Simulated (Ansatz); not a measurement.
# C₂H₅BO: one species, many methods

One table from this session's results is given with a row withheld; the runs are named, their logs left out.

The runs use Ansatz 0.2.0, Gaussian basis; functionals in def2-TZVPP, the program's frozen cores in correlated methods.

Plan: LDA (SPW92), PBE-D4, revPBE-D4, BLYP-D4, r2SCAN-D4, B97M-V, PBE0-D4, B3LYP-D4, r2SCANh-D4, r2SCAN0-D4, HSE06-D4, BHLYP-D4, CAM-B3LYP-D4, LC-ωPBE, ωB97X-V, ωB97M-V, B2PLYP, PBE-QIDH; CCSD(T)/def2-SVP; CCSD(T)/def2-TZVPP; MP2/def2-QZVPP; extrapolation to the limit; RPA on PBE.

## The relaxed structure

The geometry comes from an earlier relaxation with PBE0-D4 in a triple-zeta def2 set; it is a stationary point, not always the lowest conformer.

SMILES `CC1BO1`, 9 atoms, charge 0, spin multiplicity 1.

Atoms are counted from 1 here; the program's logs count them from 0.

Bond lengths: C1–C2 1.496 Å, C1–H5 1.094 Å, C1–H6 1.092 Å, C1–H7 1.094 Å, C2–B3 1.513 Å, C2–O4 1.510 Å, C2–H8 1.089 Å, B3–O4 1.328 Å, B3–H9 1.185 Å. Angles: C2–C1–H5 109.3°, C2–C1–H6 111.8°, C2–C1–H7 111.5°, H5–C1–H6 107.9°, H5–C1–H7 107.8°, H6–C1–H7 108.3°, C1–C2–B3 125.0°, C1–C2–O4 114.8°, C1–C2–H8 114.7°, B3–C2–O4 52.1°, B3–C2–H8 119.6°, O4–C2–H8 110.2°, C2–B3–O4 63.8°, C2–B3–H9 159.2°, O4–B3–H9 136.9°, C2–O4–B3 64.1°.

The first run:

Input file in.yaml:

```yaml
crystal:
  periodic: [false, false, false]
  atoms:
    - {symbol: C, position_ang: [0.093395, 0.693793, -0.893578]}
    - {symbol: C, position_ang: [0.105443, -0.539933, -0.046787]}
    - {symbol: B, position_ang: [-0.425889, -0.627587, 1.366888]}
    - {symbol: O, position_ang: [0.878758, -0.413511, 1.243549]}
    - {symbol: H, position_ang: [-0.627425, 0.567269, -1.706191]}
    - {symbol: H, position_ang: [-0.198591, 1.576336, -0.321333]}
    - {symbol: H, position_ang: [1.073319, 0.882638, -1.341593]}
    - {symbol: H, position_ang: [0.394429, -1.449333, -0.570803]}
    - {symbol: H, position_ang: [-1.205041, -0.735872, 2.252749]}
basis:
  gaussian: {orbitals: def2-TZVPP}
hamiltonian: {xc: lda}
output: {orbitals: {seedname: orbitals}}
```

Run with:

```sh
$ ansatz run in.yaml --threads 2 --pin off --events-out ev --progress --plain --max-ram 4352MiB
```

Steps of the session up to this table: LDA; PBE-D4 (GGA); revPBE-D4 (GGA); BLYP-D4 (GGA); r2SCAN-D4 (meta-GGA); B97M-V (meta-GGA); PBE0-D4 (hybrid); B3LYP-D4 (hybrid); r2SCANh-D4 (hybrid); r2SCAN0-D4 (hybrid); HSE06-D4 (hybrid); BHLYP-D4 (hybrid); CAM-B3LYP-D4 (range-separated); LC-ωPBE (range-separated); ωB97X-V (range-separated); ωB97M-V (range-separated); B2PLYP (double hybrid); PBE-QIDH (double hybrid).

One table of the session follows, with a row left open; its other results are not shown here.

It belongs to the step «Orbital energies across the functionals». 

```
  functional  HOMO (eV)  gap (eV)
 LDA (SPW92)      -6.63      4.96
      PBE-D4      -6.49      5.10
   revPBE-D4      -6.44      5.16
     BLYP-D4      -6.40      5.13
   r2SCAN-D4      -6.71      5.73
      B97M-V      -6.80      5.72
     PBE0-D4      -7.82      7.43
    B3LYP-D4          ?         ?
  r2SCANh-D4      -7.21      6.57
  r2SCAN0-D4      -7.96      7.82
    HSE06-D4      -7.41      6.64
    BHLYP-D4      -9.08      9.65
CAM-B3LYP-D4      -9.25      9.92
     LC-ωPBE     -10.62     12.54
     ωB97X-V     -10.23     12.02
     ωB97M-V     -10.12     11.61
```

Estimate the missing values for B3LYP-D4.

Worked estimate for «HOMO (eV)». Against the share of exact exchange, BLYP-D4 (0, -6.40), BHLYP-D4 (0.5, -9.08) give a slope of -5.36 per unit share; at 0.2 the line stands at -7.47.

As computed: HOMO (eV): -7.62; gap (eV): 6.98. In «HOMO (eV)» the line misses by +0.15.
